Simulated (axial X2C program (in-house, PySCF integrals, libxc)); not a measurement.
# Linear ClTiCl at several levels

One table from this session's results is given with a row withheld; the runs are named, their logs left out.

The runs use an in-house X2C program for linear molecules on PySCF integrals; all-electron X2C, two-component (2c) or spin-free, Cl dyall-av3z, Ti dyall-v3z.

All values are calculated.

2 further runs of the same task are left out: 2 set aside as unsound or not needed.

Set-up of the first run:

Input file task.json:

```json
{"zs": [17, 22, 17], "q": 0, "bas": ["dyall-av3z", "dyall-v3z", "dyall-av3z"], "r0": [2.35, 2.35], "symm": 1, "scan": ["PBE0", "HF", "r2SCAN"], "levels": ["PBE0", "HF", "r2SCAN"], "nst": 2}
```

Keys: zs atomic numbers; q charge; bas basis sets; r0 starting distance in Å; symm equal bonds; scan levels of the two-bond scan (MP2 follows by itself at each HF point); levels methods; nst determinants followed.

On the command line:

```console
$ python solin.py task.json out
```

Masses Cl 34.969, Ti 47.948, Cl 34.969 u.

Steps of the session up to this table: Scan at PBE0, 2c; Scan at HF, 2c; Scan at r2SCAN, 2c.

One of the session's tables, all rows but one given; the rest of the session is left out.

| level | r(Cl–Ti) (Å) | r(Ti–Cl) (Å) | lower stretch (cm⁻¹) | upper stretch (cm⁻¹) |
| --- | --- | --- | --- | --- |
| PBE0, 2c | 2.238 | 2.238 | 332.5 | 485.9 |
| HF, 2c | 2.318 | 2.318 | 305.6 | 459.6 |
| r2SCAN, 2c | ? | ? | ? | ? |
| MP2, 2c | 2.230 | 2.230 | 331.1 | 494.6 |
| PBE0, spin-free | 2.237 | 2.237 | 332.6 | 486.1 |
| HF, spin-free | 2.318 | 2.318 | 305.9 | 460.0 |
| r2SCAN, spin-free | 2.235 | 2.235 | 335.0 | 487.0 |
| MP2, spin-free | 2.230 | 2.230 | 331.3 | 494.8 |

Estimate the missing values for r2SCAN, 2c.

**Answer.** r(Cl–Ti) (Å): 2.236; r(Ti–Cl) (Å): 2.236; lower stretch (cm⁻¹): 334.9; upper stretch (cm⁻¹): 486.8. In the column «r(Cl–Ti) (Å)» it lies between r2SCAN, spin-free (2.235) and PBE0, spin-free (2.237).

Scans not shown above were run alike.

Limits of these values: The molecule was held linear; bending was not examined, so a bent shape may lie lower. Note: functional without a current term on a determinant with orbital currents, of the molecule or an atom.
